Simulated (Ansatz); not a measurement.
**PBE-QIDH/cc-pVDZ run of C2H5FSi (SMILES F/C=C/[SiH3])**

What is the vertical ionisation energy of C2H5FSi at PBE-QIDH/cc-pVDZ? 

The calculation is run with Ansatz 0.2.0.

91 further runs of the same task are left out: 91 set aside as unsound or not needed.

**1. The molecule**

The species is C2H5FSi (9 atoms), meant as a singlet with charge 0. SMILES: `F/C=C/[SiH3]`. The shape is that of a PBE0-D4/def2-TZVP optimisation.

Bond lengths: F1–C2 1.336 Å, C2–C3 1.322 Å, C3–Si4 1.852 Å, C2–H5 1.086 Å, C3–H6 1.087 Å, Si4–H7 1.487 Å, Si4–H8 1.487 Å, Si4–H9 1.487 Å. Some angles: F1–C2–C3 122.8°, C2–C3–Si4 121.1°, F1–C2–H5 111.4°, C3–C2–H5 125.9°, C2–C3–H6 117.6°, Si4–C3–H6 121.3°, C3–Si4–H7 110.8°, C3–Si4–H8 110.8°, C3–Si4–H9 108.6°, H7–Si4–H8 107.9°.

**2. The energy at PBE-QIDH/cc-pVDZ**

Input file in.yaml:

```yaml
crystal:
  periodic: [false, false, false]
  atoms:
    - {symbol: F, position_ang: [-1.259900, 2.360900, 0.506400]}
    - {symbol: C, position_ang: [-0.578300, 1.355000, -0.048000]}
    - {symbol: C, position_ang: [-0.336700, 0.219900, 0.584900]}
    - {symbol: Si, position_ang: [0.614100, -1.145000, -0.228900]}
    - {symbol: H, position_ang: [-0.264200, 1.599600, -1.058100]}
    - {symbol: H, position_ang: [-0.716100, 0.118100, 1.598600]}
    - {symbol: H, position_ang: [1.843700, -1.465600, 0.542800]}
    - {symbol: H, position_ang: [-0.206700, -2.381600, -0.316300]}
    - {symbol: H, position_ang: [0.992500, -0.707600, -1.598500]}
basis:
  gaussian:
    orbitals: cc-pVDZ
hamiltonian:
  xc: {name: PBE-QIDH}
correlation:
  frozen_orbitals: {C: 1, F: 1, H: 0, Si: 5}
accuracy: high
output:
  orbitals: {seedname: orbitals}
```

The run is started by

```sh
$ ansatz run in.yaml --threads 1 --pin off --max-ram 3480MiB --events-out events.jsonl --progress --plain --runs-dir runs
```

The program printed:

```text
Warning: RAYON_NUM_THREADS=1 ignored (pool sized by the plan → 1); use --threads N
Functional definition: PBE-QIDH
  name "PBE-QIDH"
  parameter a = 3^(-1/3)
  parameter c = 1/3
  exchange = (1 - a)*pbe_x + a*exact_x
  correlation = (1 - c)*pbe_c + c*(mp2_os + mp2_ss)
1988 factors; integrals over basis functions are off by at most 3.8e-9 eV
mean field evaluation 1: about -12728.6456 eV, gradient 2.7e1 eV
mean field evaluation 2: about -12728.7538 eV, gradient 2.7e1 eV
mean field evaluation 4: about -12730.4948 eV, gradient 2.9e0 eV
mean field evaluation 8: about -12730.5237 eV, gradient 6.7e-2 eV
mean field evaluation 16: about -12730.5237 eV, gradient 9.7e-6 eV
mean field -12730.52371211 eV, -467.8381173613 hartree, gradient 2.8e-8 eV, S^2 0.000000; 0 other end points of the search recorded, 0 dependent functions left out
8 core orbitals not correlated: weight in the atoms' cores, before any rotation towards them, 1.000 or more for the frozen orbitals, at most 0.000 for the correlated occupied ones
reference -12730.52371306 eV, -467.8381173960 hartree; 12, 12 occupied and 65, 65 virtual orbitals, 1988 factors
second order -17.03002838 eV of doubles, -0.00000000 eV of singles
Total energy: -12736.20038918 eV, -468.0467313958 hartree
```

It took 10 s on 1 thread of Arm Neoverse V2, shared host; peak memory 0.27 GiB.

**3. The doublet cation, same level**

Edit in.yaml of step 2 so:

```diff
@@ -1 +1,4 @@
+basis:
+  gaussian:
+    orbitals: cc-pVDZ
 crystal:
@@ -12,5 +15,6 @@
     - {symbol: H, position_ang: [0.992500, -0.707600, -1.598500]}
-basis:
-  gaussian:
-    orbitals: cc-pVDZ
+total_charge: 1
+magnetization:
+  spin_polarized: true
+  initial_magnetization: 1
 hamiltonian:
@@ -20,3 +24,2 @@
 accuracy: high
-output:
-  orbitals: {seedname: orbitals}
+output: {orbitals: {seedname: orbitals}}
```

The run is started by

```sh
$ ansatz run in.yaml --threads 1 --pin off --max-ram 3480MiB --events-out events.jsonl --progress --plain --runs-dir runs
```

The program printed:

```text
Warning: RAYON_NUM_THREADS=1 ignored (pool sized by the plan → 1); use --threads N
[... 6 set-up lines as earlier in the session ...]
1987 factors; integrals over basis functions are off by at most 3.8e-9 eV
mean field evaluation 1: about -12714.0007 eV, gradient 3.3e1 eV
mean field evaluation 2: about -12714.1299 eV, gradient 3.3e1 eV
mean field evaluation 4: about -12720.3483 eV, gradient 4.2e0 eV
mean field evaluation 8: about -12720.7095 eV, gradient 5.5e-1 eV
mean field evaluation 16: about -12720.7244 eV, gradient 1.3e-3 eV
mean field evaluation 32: about -12720.7244 eV, gradient 1.0e-7 eV
mean field -12720.72435112 eV, -467.4779974871 hartree, gradient 2.9e-8 eV, S^2 0.755174; 0 other end points of the search recorded, 0 dependent functions left out
8 core orbitals not correlated: weight in the atoms' cores, before any rotation towards them, 1.000 or more for the frozen orbitals, at most 0.000 for the correlated occupied ones
reference -12720.72435212 eV, -467.4779975237 hartree; 12, 11 occupied and 65, 66 virtual orbitals, 1987 factors
second order -15.90479924 eV of doubles, -0.00000000 eV of singles
Total energy: -12726.02595187 eV, -467.6728277209 hartree
```

Run time: 18 s. Hardware: 1 thread of Arm Neoverse V2, shared host; peak memory 0.39 GiB.

**4. Outcome**

Level: PBE-QIDH/cc-pVDZ, 8 core orbitals frozen.

| quantity | value |
| --- | --- |
| singlet C2H5FSi: total energy | -468.04673 Eh |
| singlet C2H5FSi: HOMO energy (SCF part's orbitals) | -9.60 eV |
| singlet C2H5FSi: LUMO energy (SCF part's orbitals) | 2.06 eV |
| singlet C2H5FSi: HOMO–LUMO gap (SCF part's orbitals) | 11.65 eV |
| doublet cation: total energy | -467.67283 Eh |
| doublet cation: HOMO energy (SCF part's orbitals) (highest over α and β) | -16.97 eV |
| doublet cation: LUMO energy (SCF part's orbitals) (lowest over α and β) | -9.99 eV |
| doublet cation: ⟨S²⟩ | 0.755 |
| vertical ionisation energy (to the doublet cation) | 10.174 eV |

**Reading.** Removing an electron at fixed nuclei costs 10.17 eV (982 kJ/mol). −ε(HOMO) before ionisation, 9.60 eV, is 0.58 eV below this ionisation energy.
